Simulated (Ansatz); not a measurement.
# Ir4RhO8: the cost of one run

Computed, not measured: Ansatz 0.2.0, DFT, r2SCAN, no spin polarisation, plane waves, PAW.

### Step 1. The system as given

Symmetry: I4/m, No. 87, tetragonal system. The conventional cell has a = 9.480 Å, b = 9.480 Å, c = 2.971 Å, α = 90.00°, β = 90.00°, γ = 90.00°. Rh (site symmetry 4/m) has 8 O at 2.83 Å and 2 Rh at 2.97 Å as nearest neighbours. Around Ir (site symmetry m) lie 6 O at 1.84 to 1.93 Å. O (site symmetry m) is surrounded by 3 Ir at 1.84 to 1.88 Å. O (site symmetry m) is surrounded by 3 Ir at 1.92 to 1.93 Å.

Its coordinates follow in the input file.

It starts from an earlier solution of the starting cell (checkpoint.read).

### Step 2. The walk to rest

input.yaml reads:

```yaml
crystal:
  lattice:
    - [0.0, 0.0, 2.971052]
    - [4.73976, -4.73976, 1.485526]
    - [4.73976, 4.73976, -1.485526]
  atoms:
    - { symbol: Rh, position: [0.5, 0.0, 0.0] }
    - { symbol: Ir, position: [0.1664, 0.18473, 0.51753] }
    - { symbol: Ir, position: [0.35113, 0.48247, 0.18472] }
    - { symbol: Ir, position: [0.8336, 0.81527, 0.48247] }
    - { symbol: Ir, position: [0.64887, 0.51753, 0.81528] }
    - { symbol: O, position: [0.5451, 0.2951, 0.3853] }
    - { symbol: O, position: [0.8402, 0.6147, 0.2951] }
    - { symbol: O, position: [0.4549, 0.7049, 0.6147] }
    - { symbol: O, position: [0.1598, 0.3853, 0.7049] }
    - { symbol: O, position: [0.7968, 0.0516, 0.6452] }
    - { symbol: O, position: [0.8484, 0.3548, 0.0516] }
    - { symbol: O, position: [0.2032, 0.9484, 0.3548] }
    - { symbol: O, position: [0.1516, 0.6452, 0.9484] }
  symmetry: { tolerance: 0.0003 }
kpoints:
  mp_grid: { grid: [6, 6, 6], shift: [0, 0, 0] }
magnetization:
  spin_polarized: false
scf:
  occupations: { method: fermi_dirac, width: 0.05 }
  lower_state_search: "off"
hamiltonian:
  pseudopotentials: { kind: paw }
  xc: r2scan
basis:
  ecutwfc: 500
  fft_grid_basis: typed
relax:
  max_steps: 40
  cell: { p_target: 5.0 }
output:
  forces: true
  stress: true
  eigenvalues: true
  bader: true
  populations: true
  elf: true
  write_potential: true
  volumetric_format: npy
  dos:
    e_range: [-12, 8]
    de: 0.05
    projected: { site_lists: { Ir: [Ir], O: [O], Rh: [Rh] } }
  write_density: true
checkpoint:
  read: saved_state
```

Started as:

```bash
$ ansatz run input.yaml --threads 2 --pin off --max-ram 3584MiB --backend cpu --events-out ev --progress --plain --runs-dir out
```

Q: Estimate wall time and peak memory on 2 threads of an x86-64 CPU, shared host.

About 6.6 min, with a peak of 1 GiB.
